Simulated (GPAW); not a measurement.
# NaLa (P-6m2) in GPAW: convergence with bands over the usual count

Aim: find how far bands over the usual count must go before the results for NaLa settle, at LDA. This setting moves, with any that are tied to it; all else stays.

All numbers are computed with GPAW 26.7.0; they aren't measurements. Logs are shortened: lines on timing, memory, paths and dates and some standing lists are left out, and cuts for length are marked. The log counts tension as positive stress, the text compression.

### Step 1. The structure

Symmetry: P-6m2, No. 187, hexagonal system. The conventional cell has a = 3.606 Å, b = 3.606 Å, c = 6.484 Å, α = 90.00°, β = 90.00°, γ = 120.00°. La (site symmetry -6m2) has 6 La at 3.61 Å and 6 Na at 3.85 Å as nearest neighbours. Around Na (site symmetry -6m2) lie 6 Na at 3.61 Å and 6 La at 3.85 Å.

The cell comes from a database or a generator and needn't be the stable form of this composition.

### Step 2. With bands over the usual count 0.72

run.py

```python
from ase.dft.bandgap import bandgap
from ase.io import read, write
from ase.units import GPa
from gpaw import GPAW, PW

atoms = read('NaLa.xyz')

calc = GPAW(mode=PW(800),
            xc='LDA',
            kpts={'size': (7, 7, 3), 'gamma': True},
            occupations={'name': 'fermi-dirac', 'width': 0.05},
            nbands=16,
            convergence={'density': 1e-05, 'energy': 1e-05},
            maxiter=100,
            txt='gpaw.txt')
atoms.calc = calc
energy = atoms.get_potential_energy()
forces = atoms.get_forces()
stress = atoms.get_stress()
calc.write('gs.gpw')
write('result.traj', atoms)
print(f'Energy: {energy:.6f} eV')
print('Forces (eV/A):')
print(forces.round(4))
print('Stress (GPa):', (stress / GPa).round(3))
print('Fermi level:', round(calc.get_fermi_level(), 4), 'eV')
print(f'Gap: {bandgap(calc)[0]:.4f} eV, direct: {bandgap(calc, direct=True)[0]:.4f} eV')
```

NaLa.xyz

```xyz
2
Lattice="3.6062507687 0.0000000000 0.0000000000 -1.8031253843 3.1231047781 0.0000000000 0.0000000000 0.0000000000 6.4837820000" Properties=species:S:1:pos:R:3 pbc="T T T"
La    -0.0000000001      2.0820698522      3.2418910000
Na     0.0000000000      0.0000000000      0.0000000000
```

Potentials or basis: the program's PAW data sets (release 1.2.1) made for this functional, pw.

Started as:

```
OMP_NUM_THREADS=1 python run.py
```

gpaw.txt:

```text
__  _  _
 | _ |_)|_||  |
 |__||  | ||/\| - 26.7.0

Input parameters:
  mode=PW(ecut=800.0),
  convergence={'density': 1e-05, 'energy': 1e-05},
  kpts=MonkhorstPack(size=(7, 7, 3), gamma=True),
  maxiter=100,
  nbands=16,
  occupations=Occupations(name='fermi-dirac', width=0.05),
  xc=XC(name='LDA')

Diagonalizing LCAO Hamiltonian
Converting LCAO to pw mode

         La

       Na

Atoms  # Å, Bohr magnetons
|   | symbol |         x |        y |        z |    initial magnetic moments |
|---|--------|-----------|----------|----------|-----------------------------|
| 0 |     La | -0.000000 | 2.082070 | 3.241891 | ( 0.0000,  0.0000,  0.0000) |
| 1 |     Na |  0.000000 | 0.000000 | 0.000000 | ( 0.0000,  0.0000,  0.0000) |

Unit cell  # Å
| periodic |         x |        y |        z |  lengths |     angles |
|----------|-----------|----------|----------|----------|------------|
|      yes |  3.606251 | 0.000000 | 0.000000 | 3.606251 |  90.000000 |
|      yes | -1.803125 | 3.123105 | 0.000000 | 3.606251 |  90.000000 |
|      yes |  0.000000 | 0.000000 | 6.483782 | 6.483782 | 120.000000 |

Number of symmetries: 12
Symmetry operations  # r_c * U_cc + t_c -> r_c
|    | kind |            matrix            |
|----|------|------------------------------|
|  0 |  σ   |  1, 1, 0,  0,-1, 0,  0, 0, 1 |
|  1 |  C2  |  1, 1, 0,  0,-1, 0,  0, 0,-1 |
|  2 |  E   |  1, 0, 0,  0, 1, 0,  0, 0, 1 |
|  3 |  σ   |  1, 0, 0,  0, 1, 0,  0, 0,-1 |
|  4 |  C3  |  0, 1, 0, -1,-1, 0,  0, 0, 1 |
|  5 |  S3  |  0, 1, 0, -1,-1, 0,  0, 0,-1 |
|  6 |  σ   |  0,-1, 0, -1, 0, 0,  0, 0, 1 |
|  7 |  C2  |  0,-1, 0, -1, 0, 0,  0, 0,-1 |
|  8 |  σ   | -1, 0, 0,  1, 1, 0,  0, 0, 1 |
|  9 |  C2  | -1, 0, 0,  1, 1, 0,  0, 0,-1 |
| 10 |  C3  | -1,-1, 0,  1, 0, 0,  0, 0, 1 |
| 11 |  S3  | -1,-1, 0,  1, 0, 0,  0, 0,-1 |

BZ-sampling:
  Number of BZ points: 147
  Number of IBZ points: 16

  Monkhorst-Pack size: [7, 7, 3]
  Monkhorst-Pack shift: [0, 0, 0]

K-points  # in reciprocal-cell coordinates
|     |                                coordinates |     weight |
|-----|--------------------------------------------|------------|
|   0 | (  0.00000000,   0.00000000,   0.00000000) | 0.00680272 |
|   1 | (  0.00000000,   0.00000000,   0.33333333) | 0.01360544 |
|   2 | (  0.14285714,   0.00000000,   0.00000000) | 0.04081633 |
|   3 | (  0.14285714,   0.00000000,   0.33333333) | 0.08163265 |
|   4 | (  0.28571429,  -0.14285714,   0.00000000) | 0.04081633 |
|   5 | (  0.28571429,  -0.14285714,   0.33333333) | 0.08163265 |
|   6 | (  0.28571429,   0.00000000,   0.00000000) | 0.04081633 |
|   7 | (  0.28571429,   0.00000000,   0.33333333) | 0.08163265 |
|   8 | (  0.42857143,  -0.14285714,   0.00000000) | 0.08163265 |
|   9 | (  0.42857143,  -0.14285714,   0.33333333) | 0.16326531 |
| ... |                                            |            |
|  15 | (  0.42857143,   0.42857143,   0.33333333) | 0.08163265 |

Plane wave coefficients: 3779
Cutoff: 800.0 eV

Spin-components: 1 (collinear spins)
Bands:           16
Projectors:      13
Spin-degeneracy: 2
Datatype:        complex128

Parallelization:
  kpt:    1
  domain: 1
  band:   1

Density:
  Valence electrons: 18.0
  Components: 1
  Grid points: [24 24 45]
  Charge: 0.0  # |e|

Potential:
  Grid points: [24 24 45]

species:
  La:
    name:    Lanthanum
    Z:       57.0
    valence: 11
    core:    46
    charge:  0.0  # [|e|]
    compensation charges:
      type: gauss
      rc: 0.35  # [Å]
      lmax: 2
    cutoffs:
      filter: 1.17  # [Å]
      core: 2.19  # [Å]
    projectors
    | kind |    occ | energy [eV] | rcut [Å] |
    |------|--------|-------------|----------|
    |   5s |  2.000 |     -39.071 |    1.164 |
    |   6s |  2.000 |      -3.813 |    1.164 |
    |   5p |  6.000 |     -22.478 |    1.164 |
    |   6p |  0.000 |      -1.412 |    1.164 |
    |   5d |  1.000 |      -3.204 |    1.164 |
    |   4f |  0.000 |      -4.581 |    1.164 |
    |    d |        |      24.008 |    1.164 |
    |    f |        |      22.631 |    1.164 |

    Using partial waves for La as LCAO basis

  Na:
    name:    Sodium
    Z:       11.0
    valence: 7
    core:    4
    charge:  0.0  # [|e|]
    compensation charges:
      type: gauss
      rc: 0.37  # [Å]
      lmax: 2
    cutoffs:
      filter: 2.17  # [Å]
      core: 2.59  # [Å]
    projectors
    | kind |    occ | energy [eV] | rcut [Å] |
    |------|--------|-------------|----------|
    |   3s |  1.000 |      -2.819 |    1.201 |
    |   2p |  6.000 |     -28.826 |    1.217 |
    |   3p |  0.000 |      -0.774 |    1.217 |
    |    s |        |      24.392 |    1.201 |
    |    d |        |       0.000 |    1.238 |

    Using partial waves for Na as LCAO basis

Reference energy: -235337.331455  # eV

eigensolver:
  PPCG
  Converge bands: occupied
  niter=2

density mixing:
  MSR1-Mixer
  Pratt-step length: 0.05
  Maximum mixing coefficient: 0.75
  Old densities: 10
  SVD Regularization: 0.005
  Good broyden scale: 1.0
  Trust region scale: 1.0
  Backstep threshold: 4.0
  History deletion threshold: 6.0
  Fourier metric: weight=20.0, sigma=0.015

occupation numbers:
  Fermi-Dirac:
    width: 0.0500  # eV

poisson solver:
  ecut: 6400.0  # eV

xc functional:
  name: None

convergence criteria:
- Maximum integral of absolute [dens]ity change: 1e-05 electrons / valence electron
- Maximum [total energy] change in last 3 cyles: 1e-05 eV / valence electron
- Maximum integral of absolute [eigenst]ate change: 4e-08 eV^2 / valence electron
maximum number of iterations: 100

SCF iterations
|iter     | |      energy | eigst |  dens |
|---------|-|-------------|-------|-------|
|iter:   1| |   -6.668170 | -0.00 |       |
|iter:   2| |   -6.639706 | -1.88 | -1.34 |
|iter:   3| |   -6.487127 | -1.00 | -1.37 |
|iter:   4| |   -6.486956 | -1.25 | -1.98 |
|iter:   5| |   -6.480486 | -2.16 | -2.10 |
|iter:   6| |   -6.481112 | -2.83 | -2.58 |
|iter:   7| |   -6.481213 | -3.51 | -3.23 |
|iter:   8| |   -6.481256c| -4.11 | -3.84 |
|iter:   9| |   -6.481247c| -4.90 | -4.15 |
|iter:  10| |   -6.481250c| -5.47 | -4.73 |
|iter:  11| |   -6.481251c| -5.86 | -5.03c|
|iter:  12| |   -6.481251c| -6.28 | -5.58c|
|iter:  13| |   -6.481251c| -6.68 | -5.79c|
|iter:  14| |   -6.481251c| -7.07 | -6.13c|
|iter:  15| |   -6.481251c| -7.47c| -6.62c|

Converged in 15 steps
Energy contributions relative to reference atoms: (reference = -235337.331455)

Energy contributions:
  Kinetic:           5.482516
  Coulomb:          -2.370704
  Zero:             -0.358169
  External:          0.000000
  Xc:               -9.229036
  Entropy:          -0.011716
  Spinorbit:         0.000000
  ----------------------------
  Free energy:      -6.487109
  Extrapolated:     -6.481251

dipole moment: (-5.753606, -0.617314, -6.133477)  # |e|*Ang

Fermi level: 4.823
Eigenvalues  # (at kpt = [0.000, 0.000, 0.000])
| band index |      eig [eV] | occ [0-2] |
|------------|---------------|-----------|
|          0 |       -28.317 |     2.000 |
|          1 |       -19.617 |     2.000 |
|          2 |       -19.613 |     2.000 |
|          3 |       -19.613 |     2.000 |
|          4 |       -11.998 |     2.000 |
|          5 |       -11.139 |     2.000 |
[... 8 lines left out ...]
|         14 |         6.581 |     0.000 |
|         15 |         6.581 |     0.000 |

No gap
No difference between direct/indirect transitions

Forces  # eV/Ang
|        x |       y |       z |
|----------|---------|---------|
|  0.00000 | 0.00000 | 0.00000 |  # La   0
| -0.00000 | 0.00000 | 0.00000 |  # Na   1

Stress tensor  # eV/Ang^3
|         x |         y |        z |
|-----------|-----------|----------|
|  0.017027 | -0.000000 | 0.000000 |
| -0.000000 |  0.017027 | 0.000000 |
|  0.000000 |  0.000000 | 0.009121 |

# Writing to gs.gpw (mode='')
```

It took 25 s on 1 thread of Arm Neoverse V1, shared host; peak memory 0.21 GiB.

What came out:

- Free energy: -6.4871 eV
- Pressure: -2.3 GPa
- Band gap on the k mesh: none (metal or under the smearing width)

### Step 3. With bands over the usual count 0.8

Edit run.py of step 2 so:

```diff
@@ -11,3 +11,3 @@
             occupations={'name': 'fermi-dirac', 'width': 0.05},
-            nbands=16,
+            nbands=17,
             convergence={'density': 1e-05, 'energy': 1e-05},
```

NaLa.xyz is that of step 2.

Potentials or basis: the program's PAW data sets (release 1.2.1) made for this functional, pw.

Started as:

```
OMP_NUM_THREADS=1 python run.py
```

It took 24 s on 1 thread of Arm Neoverse V1, shared host; peak memory 0.21 GiB.

It converged, with:

```
Free energy            : -6.4871 eV
Pressure               : -2.3 GPa
Band gap on the k mesh : none (metal or under the smearing width)
```

### Step 4. With bands over the usual count 0.9

Edit run.py of step 3 so:

```diff
@@ -11,3 +11,3 @@
             occupations={'name': 'fermi-dirac', 'width': 0.05},
-            nbands=17,
+            nbands=20,
             convergence={'density': 1e-05, 'energy': 1e-05},
```

NaLa.xyz is that of step 3.

Started as:

```
OMP_NUM_THREADS=1 python run.py
```

It took 23 s on 1 thread of Arm Neoverse V1, shared host; peak memory 0.21 GiB.

The run converged. Its results:

```yaml
Free_energy: -6.4871 eV
Pressure: -2.3 GPa
Band_gap_on_the_k_mesh: none (metal or under the smearing width)
```

### Step 5. With bands over the usual count 1

Edit run.py of step 4 so:

```diff
@@ -11,3 +11,3 @@
             occupations={'name': 'fermi-dirac', 'width': 0.05},
-            nbands=20,
+            nbands=22,
             convergence={'density': 1e-05, 'energy': 1e-05},
```

NaLa.xyz is that of step 4.

Started as:

```
OMP_NUM_THREADS=1 python run.py
```

Run time: 25 s. Hardware: 1 thread of Arm Neoverse V1, shared host; peak memory 0.21 GiB.

Results (log left out):

```
Free energy            : -6.4871 eV
Pressure               : -2.3 GPa
Band gap on the k mesh : none (metal or under the smearing width)
```

### Step 6. With bands over the usual count 1.3

Edit run.py of step 5 so:

```diff
@@ -11,3 +11,3 @@
             occupations={'name': 'fermi-dirac', 'width': 0.05},
-            nbands=22,
+            nbands=28,
             convergence={'density': 1e-05, 'energy': 1e-05},
```

NaLa.xyz is that of step 5.

Potentials or basis: the program's PAW data sets (release 1.2.1) made for this functional, pw.

Started as:

```
OMP_NUM_THREADS=1 python run.py
```

Wall time 30 s (1 thread of Arm Neoverse V1, shared host); peak memory 0.22 GiB.

Results (log left out):

```yaml
Free_energy: -6.4871 eV
Pressure: -2.3 GPa
Band_gap_on_the_k_mesh: none (metal or under the smearing width)
```

### Step 7. With bands over the usual count 1.7

Edit run.py of step 6 so:

```diff
@@ -11,3 +11,3 @@
             occupations={'name': 'fermi-dirac', 'width': 0.05},
-            nbands=28,
+            nbands=37,
             convergence={'density': 1e-05, 'energy': 1e-05},
```

NaLa.xyz is that of step 6.

Started as:

```
OMP_NUM_THREADS=1 python run.py
```

It took 38 s on 1 thread of Arm Neoverse V1, shared host; peak memory 0.23 GiB.

The run converged. Its results:

```yaml
Free_energy: -6.4871 eV
Pressure: -2.3 GPa
Band_gap_on_the_k_mesh: none (metal or under the smearing width)
```

### Step 8. With bands over the usual count 2.5

Edit run.py of step 7 so:

```diff
@@ -11,3 +11,3 @@
             occupations={'name': 'fermi-dirac', 'width': 0.05},
-            nbands=37,
+            nbands=54,
             convergence={'density': 1e-05, 'energy': 1e-05},
```

NaLa.xyz is that of step 7.

Started as:

```
OMP_NUM_THREADS=1 python run.py
```

Run time: 61 s. Hardware: 1 thread of Arm Neoverse V1, shared host; peak memory 0.25 GiB.

The run converged. Its results:

* Free energy: -6.4871 eV
* Pressure: -2.3 GPa
* Band gap on the k mesh: none (metal or under the smearing width)

### Step 9. Summary

```tsv
bands over the usual count	energy less the tightest run, at zero smearing (meV/atom)	SCF cycles	CPU time (s)	peak memory (GiB)
0.72	0.00	15	25	0.21
0.8	0.00	14	24	0.21
0.9	0.00	10	23	0.21
1	0.00	10	25	0.21
1.3	0.00	9	30	0.22
1.7	0.00	9	38	0.23
2.5	0.00	10	61	0.25
```

Against the tightest run, the energy stays within 1 meV/atom from 0.72 on. The tightest run that finished is the yardstick and may itself not be fully converged.

Caveats: one-centre terms of the f shell are cut off.
